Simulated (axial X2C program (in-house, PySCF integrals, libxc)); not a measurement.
**MoC⁺: bond curves with and without spin–orbit coupling**

What are the state, bond length, wavenumber and bond energy of MoC⁺, and what does spin–orbit coupling change?

The runs use an in-house X2C program for linear molecules on PySCF integrals; all-electron X2C, Mo dyall-cv3z, C dyall-v3z.

All values are calculated.

### 1 The job

task.json

```json
{
 "zs": [
  42,
  6
 ],
 "q": 1,
 "bas": [
  "dyall-cv3z",
  "dyall-v3z"
 ],
 "levels": [
  "PBE0",
  "HF",
  "LDA"
 ],
 "cc": true,
 "r0": 1.88,
 "thr": -1.0,
 "nmax": 90,
 "npts": 10,
 "nst": 2,
 "ntry": 6
}
```

Keys: zs atomic numbers; q charge; bas basis sets; levels methods (HF also brings MP2); cc coupled cluster on or off; r0 starting distance in Å; thr threshold in hartree for freezing inner shells (an s shell follows its p shell); nmax most natural virtual spinors; npts points asked for on the curve; nst determinants followed; ntry starts of the search.

Started as:

```
$ python so2c.py task.json out
```

Spin-free means the one-electron spin-free X2C Hamiltonian; two-component (2c) means X2C with spin–orbit coupling and atomic mean-field two-electron Coulomb and Gaunt terms. Basis: Mo dyall-cv3z contracted to [11s12p9d5f3g], C dyall-v3z contracted to [7s6p2d1f]; Gaussian nuclei, density fitting. Masses: Mo 97.905 u, C 12.000 u.

Notation: σ, π±, δ± give the projection m of an orbital's angular momentum (0, ±1, ±2), α and β its spin, Λ and M_S the sums; ω is the projection of a spinor's total angular momentum and Ω the sum. Logs are in hartree.

The results follow Hamiltonian by Hamiltonian and level by level.

### 2 State search with PBE0

PBE0 moves the distance from 1.880 Å to 1.620 Å and compares determinants there.

Spin-free determinants:

```json
{"ΔE (eV)": "0.00", "state": "M_S = 1/2, Λ = 2", "open shells": "beyond closed shells: δ+α"}
{"ΔE (eV)": "0.19", "state": "M_S = 3/2, Λ = 0", "open shells": "beyond closed shells: σα, δ+α, δ-α"}
{"ΔE (eV)": "0.52", "state": "M_S = 1/2, Λ = 0", "open shells": "beyond closed shells: σβ, δ+α, δ-α"}
{"ΔE (eV)": "1.05", "state": "M_S = 3/2, Λ = 1", "open shells": "beyond closed shells: π+α, π+β, π-α, δ+α, δ-α"}
{"ΔE (eV)": "1.36", "state": "M_S = 1/2, Λ = 4", "open shells": "beyond closed shells: σα, δ+α, δ+β"}
{"ΔE (eV)": "1.36", "state": "M_S = 1/2, Λ = 0", "open shells": "beyond closed shells: σα, δ+β, δ-α"}
{"ΔE (eV)": "1.46", "state": "M_S = 1/2, Λ = 1", "open shells": "beyond closed shells: π+α, π+β, π-β, δ+α, δ-α"}
```

Two-component determinants:

| ΔE (eV) | state | open shells |
| --- | --- | --- |
| 0.00 | Ω = 3/2 | excess of +ω over −ω: ω = 3/2 |
| 0.16 | Ω = 5/2 | excess of +ω over −ω: ω = 5/2 |
| 0.27 | Ω = 3/2 | excess of +ω over −ω: ω = 1/2, ω = -3/2, ω = 5/2 |
| 0.60 | Ω = 1/2 | excess of +ω over −ω: ω = -1/2, ω = -3/2, ω = 5/2 |
| 1.29 | Ω = 1/2 | excess of +ω over −ω: ω = 1/2 |
| 1.44 | Ω = 7/2 | excess of +ω over −ω: ω = -1/2, ω = 3/2, ω = 5/2 |
| 1.44 | Ω = 9/2 | excess of +ω over −ω: ω = 1/2, ω = 3/2, ω = 5/2 |

### 3 PBE0, spin-free

State followed: M_S = 1/2, Λ = 2 (beyond closed shells: δ+α). The scan is laid around 1.620 Å, a first estimate of the minimum, and this SCF restarts from the orbitals of the search.

The SCF at the reference distance of 1.620 Å:

```text
spin-free X2C-1e  PBE0
basis functions 196  fitting functions 938  grid points 5076
iter        total energy     max residual
   1      -4085.794657733     6.03e-05
   2      -4085.794657775     3.00e-05
   3      -4085.794657782     4.68e-05
   4      -4085.794657791     3.06e-05
   5      -4085.794657804     6.05e-06
   6      -4085.794657804     4.60e-06
converged
one-electron -5785.92404851  Coulomb 1747.39710450  exact exchange -31.86259010  xc functional -97.72157872  nuclear repulsion 82.31645503
```

Along the bond, energies from the lowest point:

| R (Å) | E (eV) | μ (D) | HOMO (eV) | LUMO (eV) | iterations |
| --- | --- | --- | --- | --- | --- |
| 1.409 | 1.6429 | -3.56 | -13.80 | -10.45 | 59 |
| 1.474 | 0.6960 | -3.64 | -13.83 | -10.48 | 56 |
| 1.523 | 0.2813 | -3.68 | -13.85 | -10.50 | 54 |
| 1.571 | 0.0630 | -3.70 | -13.78 | -10.52 | 62 |
| 1.620 | 0.0000 | -3.70 | -13.67 | -10.54 | 6 |
| 1.677 | 0.0775 | -3.68 | -13.53 | -10.56 | 54 |
| 1.733 | 0.2745 | -3.63 | -13.37 | -10.59 | 50 |
| 1.806 | 0.6410 | -3.53 | -13.20 | -10.64 | 47 |
| 1.895 | 1.1643 | -3.37 | -13.09 | -10.74 | 44 |
| 2.025 | 1.9110 | -3.20 | -13.02 | -10.90 | 48 |

Dipoles are positive if C is the positive end and refer to the centre of mass.

Outer orbitals at the reference distance:

| symmetry | occupied | ε (eV) | atomic character |
| --- | --- | --- | --- |
| σβ | yes | -21.06 | 51% C s, 27% Mo d, 9% Mo p |
| σα | yes | -20.71 | 48% C s, 31% Mo d, 9% Mo p |
| π+α | yes | -14.83 | 65% Mo d, 30% C p, 2% C d |
| π-α | yes | -14.74 | 64% Mo d, 31% C p, 2% C d |
| π+β | yes | -14.53 | 57% Mo d, 37% C p |
| π-β | yes | -14.53 | 57% Mo d, 37% C p |
| δ+α | yes | -13.90 | 99% Mo d |
| σα | yes | -13.71 | 46% Mo d, 24% C p, 13% C s |
| σβ | yes | -13.67 | 40% Mo d, 38% C p, 10% C s |
| δ-α | no | -10.54 | 99% Mo d |
| δ+β | no | -9.37 | 99% Mo d |
| δ-β | no | -9.37 | 99% Mo d |
| σα | no | -9.15 | 53% Mo s, 25% C p, 14% Mo p |

PBE0 fields in the half plane through the axis: z from -2.4 to 3.9 Å across, distance from the axis 0.15 to 2.25 Å upwards; Mo lies at z = 0 and C at z = 1.620 Å; the ELF is damped to zero where the density is low.

log10 density (e/bohr³). Ten even steps from '0' (-5.26 ) to '9' (1.66 ):
```
0001122222222222211100
0111223333333333222110
0122333344444443332210
1223344444444444433211
1233445555555555443221
2234456666666665544321
2334566777666666554322
2334567898766876654322
```

ELF. Ten even steps from '0' (0.00 ) to '9' (0.94 ):
```
0000000000000000000000
0000000000012321000000
0000000000124554310000
0000000011136776542000
0000012232247888875100
0000135776458899987400
0001357736657459998610
0001478253765727999720
```

Re = 1.619 Å, ωe = 1143 cm⁻¹, ωexe = 5.67 cm⁻¹, Be = 0.6017 cm⁻¹, De = 3.89 eV, μ = -3.70 D.

### 4 HF, spin-free

Output at 1.620 Å:

```text
spin-free X2C-1e  HF
basis functions 196  fitting functions 938  grid points 5076
iter        total energy     max residual
   1      -4083.660849387     3.93e-01
   2      -4083.682866731     9.30e-03
   3      -4083.684465676     2.62e-02
   4      -4083.686080030     2.24e-02
   5      -4083.688625645     7.72e-03
   6      -4083.691491377     3.03e-02
   7      -4083.693768772     2.60e-02
   8      -4083.695572542     3.81e-03
   9      -4083.695912181     4.66e-03
  10      -4083.696097991     3.47e-03
  11      -4083.696134698     6.97e-04
  12      -4083.696147662     6.30e-04
  13      -4083.696151568     5.22e-04
  14      -4083.696152735     8.97e-05
  15      -4083.696153062     6.69e-05
  16      -4083.696153168     6.60e-05
  17      -4083.696153205     1.76e-05
  18      -4083.696153219     1.51e-05
  19      -4083.696153226     1.56e-05
  20      -4083.696153228     5.42e-06
  21      -4083.696153228     1.14e-06
converged
one-electron -5784.55404256  Coulomb 1746.12900174  exact exchange -127.58756745  xc functional 0.00000000  nuclear repulsion 82.31645503
```

No constants are quoted: the solution changes its character somewhere along the scan, so the fit is set aside.

### 5 LDA, spin-free

The SCF at the reference distance of 1.620 Å:

```text
spin-free X2C-1e  LDA
basis functions 196  fitting functions 938  grid points 5076
iter        total energy     max residual
   1      -4081.094460816     7.69e-01
   2      -4081.106860454     8.60e-03
   3      -4081.107160769     1.65e-02
   4      -4081.107277163     6.25e-03
   5      -4081.107321871     2.65e-03
   6      -4081.107328964     5.14e-04
   7      -4081.107330472     5.23e-04
   8      -4081.107330712     1.05e-04
   9      -4081.107330755     7.28e-05
  10      -4081.107330758     5.79e-06
converged
one-electron -5785.52514896  Coulomb 1746.91223439  exact exchange 0.00000000  xc functional -124.81087122  nuclear repulsion 82.31645503
```

Re = 1.627 Å, ωe = 1135 cm⁻¹, ωexe = 4.29 cm⁻¹, Be = 0.5955 cm⁻¹, De = 6.17 eV, μ = -3.45 D.

### 6 MP2 and beyond, spin-free

Correlated methods: 9 electrons correlated (frozen shells, counted by type: Mo 4 s, 3 p, 1 d; C 1 s), 269 virtual spinors in MP2, 90 natural virtuals in coupled cluster.

Output of the correlated part at 1.620 Å:

```text
correlated 9  virtual 269  natural virtual 90  E(MP2) -0.279463664  MP2 remainder -0.010047320
iter   CCSD correlation   residual
   1     -0.254461879   1.97e-01
   2     -0.270463098   1.11e-01
   3     -0.286585915   7.13e-02
   4     -0.292602889   3.14e-02
   5     -0.293903684   1.33e-02
   6     -0.294236833   6.78e-03
   7     -0.294351317   3.47e-03
   8     -0.294324954   1.59e-03
   9     -0.294302580   7.49e-04
  10     -0.294318143   3.19e-04
  11     -0.294314819   1.61e-04
  12     -0.294320171   7.81e-05
  13     -0.294318366   4.04e-05
  14     -0.294317652   1.99e-05
  15     -0.294316654   1.08e-05
  16     -0.294315778   6.55e-06
  17     -0.294315370   3.84e-06
  18     -0.294315180   2.21e-06
  19     -0.294315078   1.01e-06
  20     -0.294315107   5.68e-07
  21     -0.294315090   3.01e-07
(T) -0.019333890  T1 0.1391  D1 0.2051  max T2 0.087
```

T1 in the output is the amplitude norm over the root of the electron number; divide by √2 for the Lee–Taylor value.

MP2: No constants are quoted: the reference changes its character somewhere along the scan, so the fit is set aside.

CCSD: No constants are quoted: the reference changes its character somewhere along the scan, so the fit is set aside.

CCSD(T): No constants are quoted: the reference changes its character somewhere along the scan, so the fit is set aside.

### 7 A higher determinant, spin-free

State: M_S = 3/2, Λ = 0 (beyond closed shells: σα, δ+α, δ-α).

Output at the reference distance:

```text
spin-free X2C-1e  PBE0
basis functions 196  fitting functions 938  grid points 5076
iter        total energy     max residual
   1      -4085.787591114     8.09e-05
   2      -4085.787591155     5.19e-05
   3      -4085.787591176     4.89e-05
   4      -4085.787591185     2.71e-05
   5      -4085.787591193     8.08e-06
converged
one-electron -5786.95804930  Coulomb 1748.50831660  exact exchange -31.88386679  xc functional -97.77044674  nuclear repulsion 82.31645503
```

| R (Å) | E above the lowest PBE0 point (eV) |
| --- | --- |
| 1.409 | 2.589 |
| 1.474 | 1.384 |
| 1.523 | 0.789 |
| 1.571 | 0.405 |
| 1.620 | 0.192 |
| 1.677 | 0.116 |
| 1.733 | 0.180 |
| 1.806 | 0.406 |
| 1.895 | 0.795 |

Re = 1.676 Å, ωe = 1056 cm⁻¹, ωexe = 7.08 cm⁻¹, Be = 0.5613 cm⁻¹, μ = -2.69 D. Te = 0.12 eV.

### 8 The spin-free curves together

Energy (eV) of the followed determinant, spin-free, from each level's lowest point:

| R (Å) | PBE0 | HF (jumps) | MP2 (its reference jumps) | CCSD (its reference jumps) | CCSD(T) (its reference jumps) | LDA |
| --- | --- | --- | --- | --- | --- | --- |
| 1.409 | 1.643 | 2.031 | 1.402 | n/a | n/a | 1.748 |
| 1.474 | 0.696 | 1.221 | 0.345 | 0.707 | 0.742 | 0.768 |
| 1.523 | 0.281 | 0.880 | 0.000 | 0.263 | 0.271 | 0.328 |
| 1.571 | 0.063 | 0.667 | 0.167 | 0.041 | 0.040 | 0.086 |
| 1.620 | 0.000 | 0.500 | 0.655 | 0.000 | 0.000 | 0.000 |
| 1.677 | 0.077 | 0.324 | 1.218 | 0.114 | 0.115 | 0.056 |
| 1.733 | 0.274 | 0.178 | 1.659 | 0.341 | 0.348 | 0.238 |
| 1.806 | 0.641 | 0.051 | 2.089 | 0.725 | 0.753 | 0.605 |
| 1.895 | 1.164 | 0.000 | 2.508 | n/a | n/a | 1.182 |
| 2.025 | 1.911 | 1.811 | 4.222 | n/a | n/a | 2.128 |

### 9 PBE0, 2c

State followed: Ω = 3/2 (excess of +ω over −ω: ω = 3/2). The scan is laid around 1.620 Å, a first estimate of the minimum, and this SCF restarts from the orbitals of the search.

The SCF at the reference distance of 1.620 Å:

```text
two-component X2C + atomic mean field  PBE0
basis functions 196  fitting functions 938  grid points 5076
iter        total energy     max residual
   1      -4084.191912740     1.74e-05
   2      -4084.191912740     5.61e-06
converged
one-electron -5781.67308528  Coulomb 1746.59018053  exact exchange -31.84787020  xc functional -97.67736841  nuclear repulsion 82.31645503  atomic mean-field constant -1.90022441
```

Along the bond, energies from the lowest point:

| R (Å) | E (eV) | μ (D) | HOMO (eV) | LUMO (eV) | iterations |
| --- | --- | --- | --- | --- | --- |
| 1.409 | 1.6420 | -3.56 | -13.87 | -10.37 | 59 |
| 1.474 | 0.6955 | -3.64 | -13.90 | -10.39 | 70 |
| 1.523 | 0.2810 | -3.68 | -13.91 | -10.41 | 69 |
| 1.571 | 0.0629 | -3.70 | -13.78 | -10.43 | 67 |
| 1.620 | 0.0000 | -3.70 | -13.66 | -10.45 | 2 |
| 1.677 | 0.0775 | -3.68 | -13.52 | -10.48 | 63 |
| 1.733 | 0.2743 | -3.64 | -13.36 | -10.51 | 54 |
| 1.806 | 0.6404 | -3.54 | -13.19 | -10.56 | 54 |
| 1.895 | 1.1630 | -3.37 | -13.07 | -10.66 | 50 |
| 2.025 | 1.9086 | -3.20 | -12.99 | -10.81 | 56 |

Dipoles are positive if C is the positive end and refer to the centre of mass.

Outer spinors at the reference distance:

```tsv
ω	occupied	ε (eV)	atomic character	λ mixture
1/2	yes	-21.05	50% C s, 27% Mo d, 9% Mo p	100% σ
-1/2	yes	-20.70	48% C s, 31% Mo d, 9% Mo p	100% σ
1/2	yes	-14.86	65% Mo d, 30% C p, 2% C d	100% π
-3/2	yes	-14.71	64% Mo d, 31% C p, 2% C d	100% π
-1/2	yes	-14.55	57% Mo d, 37% C p	100% π
3/2	yes	-14.51	58% Mo d, 37% C p	98% π, 2% δ
3/2	yes	-13.97	98% Mo d	98% δ, 2% π
-1/2	yes	-13.70	46% Mo d, 24% C p, 13% C s	100% σ
1/2	yes	-13.66	40% Mo d, 37% C p, 10% C s	100% σ
-5/2	no	-10.45	99% Mo d	100% δ
-3/2	no	-9.44	99% Mo d	100% δ
5/2	no	-9.29	99% Mo d	100% δ
-1/2	no	-9.14	53% Mo s, 25% C p, 14% Mo p	100% σ
```

PBE0 fields in the half plane through the axis: z from -2.4 to 3.9 Å across, distance from the axis 0.15 to 2.25 Å upwards; Mo lies at z = 0 and C at z = 1.620 Å; the ELF is damped to zero where the density is low.

log10 density (e/bohr³). Ten even steps from ' ' (-5.26 ) to '@' (1.66 ):
```
      ....::::::::::::::::::::::::......    
  ......::::--------------------::::::....  
  ..::::--------==============------::::..  
..::::----========================----::....
..::----====++++++++++++++++++++====--::::..
::::--====++******************++++====--::..
::----==++****######************++++==--::::
::----==++**##%%@@%%##****%%##****++==--::::
```

ELF. Ten even steps from '0' (0.00 ) to '9' (0.94 ):
```
0000000000000000000000
0000000000012321000000
0000000000124554310000
0000000011136776542000
0000012232247888875100
0000135776458899987400
0001357736657459998610
0001478253765727999720
```

Re = 1.619 Å, ωe = 1143 cm⁻¹, ωexe = 5.69 cm⁻¹, Be = 0.6017 cm⁻¹, De = 3.96 eV, μ = -3.70 D.

### 10 HF, 2c

Output at 1.620 Å:

```text
two-component X2C + atomic mean field  HF
basis functions 196  fitting functions 938  grid points 5076
iter        total energy     max residual
   1      -4082.058154947     3.92e-01
   2      -4082.080207480     9.40e-03
   3      -4082.081815777     2.61e-02
   4      -4082.083432350     2.24e-02
   5      -4082.085972709     7.67e-03
   6      -4082.088835048     3.00e-02
   7      -4082.091093199     2.57e-02
   8      -4082.092871368     3.72e-03
   9      -4082.093210004     4.65e-03
  10      -4082.093395164     3.43e-03
  11      -4082.093431876     6.91e-04
  12      -4082.093444882     6.30e-04
  13      -4082.093448848     5.24e-04
  14      -4082.093450051     9.12e-05
  15      -4082.093450398     6.92e-05
  16      -4082.093450515     6.94e-05
  17      -4082.093450555     1.87e-05
  18      -4082.093450572     1.59e-05
  19      -4082.093450579     1.61e-05
  20      -4082.093450582     5.63e-06
  21      -4082.093450582     1.30e-06
converged
one-electron -5780.30879324  Coulomb 1745.32766852  exact exchange -127.52855648  xc functional 0.00000000  nuclear repulsion 82.31645503  atomic mean-field constant -1.90022441
```

No constants are quoted: the solution changes its character somewhere along the scan, so the fit is set aside.

### 11 LDA, 2c

The SCF at the reference distance of 1.620 Å:

```text
two-component X2C + atomic mean field  LDA
basis functions 196  fitting functions 938  grid points 5076
iter        total energy     max residual
   1      -4079.493409143     7.69e-01
   2      -4079.505815326     8.60e-03
   3      -4079.506118062     1.66e-02
   4      -4079.506234835     6.26e-03
   5      -4079.506279669     2.67e-03
   6      -4079.506286756     5.06e-04
   7      -4079.506288257     5.28e-04
   8      -4079.506288499     1.05e-04
   9      -4079.506288542     7.35e-05
  10      -4079.506288545     5.76e-06
converged
one-electron -5781.27418181  Coulomb 1746.10526104  exact exchange 0.00000000  xc functional -124.75359840  nuclear repulsion 82.31645503  atomic mean-field constant -1.90022441
```

Re = 1.627 Å, ωe = 1134 cm⁻¹, ωexe = 4.3 cm⁻¹, Be = 0.5955 cm⁻¹, De = 6.25 eV, μ = -3.46 D.

### 12 Correlated methods, 2c

Correlated methods: 9 electrons correlated (frozen shells, counted by type: Mo 4 s, 3 p, 1 d; C 1 s), 269 virtual spinors in MP2, 90 natural virtuals in coupled cluster.

Output of the correlated part at 1.620 Å:

```text
correlated 9  virtual 269  natural virtual 90  E(MP2) -0.279493475  MP2 remainder -0.010059150
iter   CCSD correlation   residual
   1     -0.254480296   1.97e-01
   2     -0.270460734   1.11e-01
   3     -0.286511442   7.11e-02
   4     -0.292500653   3.12e-02
   5     -0.293787479   1.32e-02
   6     -0.294114537   6.68e-03
   7     -0.294226924   3.40e-03
   8     -0.294201488   1.55e-03
   9     -0.294178993   7.29e-04
  10     -0.294194596   3.06e-04
  11     -0.294191336   1.53e-04
  12     -0.294196390   7.40e-05
  13     -0.294194634   3.85e-05
  14     -0.294193886   1.93e-05
  15     -0.294192898   1.06e-05
  16     -0.294192038   6.42e-06
  17     -0.294191638   3.76e-06
  18     -0.294191466   2.15e-06
  19     -0.294191369   9.80e-07
  20     -0.294191399   5.47e-07
  21     -0.294191385   2.87e-07
(T) -0.019302609  T1 0.1387  D1 0.2047  max T2 0.085
```

MP2: No constants are quoted: the reference changes its character somewhere along the scan, so the fit is set aside.

CCSD: No constants are quoted: the reference changes its character somewhere along the scan, so the fit is set aside.

CCSD(T): No constants are quoted: the reference changes its character somewhere along the scan, so the fit is set aside.

### 13 A higher determinant, 2c

State: Ω = 5/2 (excess of +ω over −ω: ω = 5/2).

Output at the reference distance:

```text
two-component X2C + atomic mean field  PBE0
basis functions 196  fitting functions 938  grid points 5076
iter        total energy     max residual
   1      -4084.185999346     1.04e-05
   2      -4084.185999347     5.59e-06
converged
one-electron -5781.60209493  Coulomb 1746.52271557  exact exchange -31.84738549  xc functional -97.67546512  nuclear repulsion 82.31645503  atomic mean-field constant -1.90022441
```

| R (Å) | E above the lowest PBE0 point (eV) |
| --- | --- |
| 1.409 | 1.802 |
| 1.474 | 0.856 |
| 1.523 | 0.442 |
| 1.571 | 0.224 |
| 1.620 | 0.161 |
| 1.677 | 0.238 |
| 1.733 | 0.434 |
| 1.806 | 0.798 |
| 1.895 | 1.061 |

No constants are quoted: the points don't follow one smooth fit.

### 14 The 2c curves together

Energy (eV) of the followed determinant, 2c, from each level's lowest point:

| R (Å) | PBE0 | HF (jumps) | MP2 (its reference jumps) | CCSD (its reference jumps) | CCSD(T) (its reference jumps) | LDA |
| --- | --- | --- | --- | --- | --- | --- |
| 1.409 | 1.642 | 2.029 | 1.400 | n/a | n/a | 1.748 |
| 1.474 | 0.695 | 1.219 | 0.344 | 0.706 | 0.741 | 0.768 |
| 1.523 | 0.281 | 0.878 | 0.000 | 0.262 | 0.270 | 0.328 |
| 1.571 | 0.063 | 0.666 | 0.164 | 0.041 | 0.039 | 0.085 |
| 1.620 | 0.000 | 0.499 | 0.651 | 0.000 | 0.000 | 0.000 |
| 1.677 | 0.077 | 0.324 | 1.214 | 0.113 | 0.115 | 0.055 |
| 1.733 | 0.274 | 0.178 | 1.656 | 0.340 | 0.347 | 0.238 |
| 1.806 | 0.640 | 0.051 | 2.086 | 0.723 | 0.751 | 0.605 |
| 1.895 | 1.163 | 0.000 | 2.504 | n/a | n/a | 1.180 |
| 2.025 | 1.909 | 1.806 | 4.211 | n/a | n/a | 2.124 |

The whole job took 4.7 min on 1 thread of Arm Neoverse V1, shared host; peak memory 0.61 GiB.

### 15 What came out

Lowest determinant that the search found at its distance, spin-free: M_S = 1/2, Λ = 2 (beyond closed shells: δ+α).

Lowest determinant that the search found at its distance, 2c: Ω = 3/2 (excess of +ω over −ω: ω = 3/2).

| Hamiltonian | level | Re (Å) | ωe (cm⁻¹) | De (eV) | μ (D) |
| --- | --- | --- | --- | --- | --- |
| spin-free | PBE0 | 1.619 | 1143 | 3.89 | -3.70 |
| spin-free | LDA | 1.627 | 1135 | 6.17 | -3.45 |
| 2c | PBE0 | 1.619 | 1143 | 3.96 | -3.70 |
| 2c | LDA | 1.627 | 1134 | 6.25 | -3.46 |

Dipoles are positive if C is the positive end and refer to the centre of mass. No constants: spin-free HF (the solution changes its character somewhere along the scan, so the fit is set aside); spin-free MP2 (the reference changes its character somewhere along the scan, so the fit is set aside); spin-free CCSD (the reference changes its character somewhere along the scan, so the fit is set aside); spin-free CCSD(T) (the reference changes its character somewhere along the scan, so the fit is set aside); 2c HF (the solution changes its character somewhere along the scan, so the fit is set aside); 2c MP2 (the reference changes its character somewhere along the scan, so the fit is set aside); 2c CCSD (the reference changes its character somewhere along the scan, so the fit is set aside); 2c CCSD(T) (the reference changes its character somewhere along the scan, so the fit is set aside).

Time per point (s) on 1 thread of Arm Neoverse V1, shared host (2c runs); the times are rough: PBE0 2.8, LDA 1.1.

At PBE0, going from spin-free to two-component changes Re by 0 mÅ, ωe by 0.0 %; the spin-free picture holds up (part of it comes from the scalar share of the two-electron terms). It costs about 1.5 times the time. De moves by +0.08 eV; both De rest on single-determinant atoms, which can miss part of an open shell's spin–orbit lowering.

De refers to Mo+ + C, each in the lowest determinant found, which need not be this curve's own limit. Each curve is one determinant whose occupation by symmetry is held fixed; it was picked as the lowest of a PBE0 search that is not exhaustive. De is counted from the lowest determinant-based energies of the atoms at the same level, without counterpoise correction. Density functionals use the spin component along the axis (collinear). At some level an empty orbital lies below a filled one. The spin-free determinant is spin-contaminated at some levels.
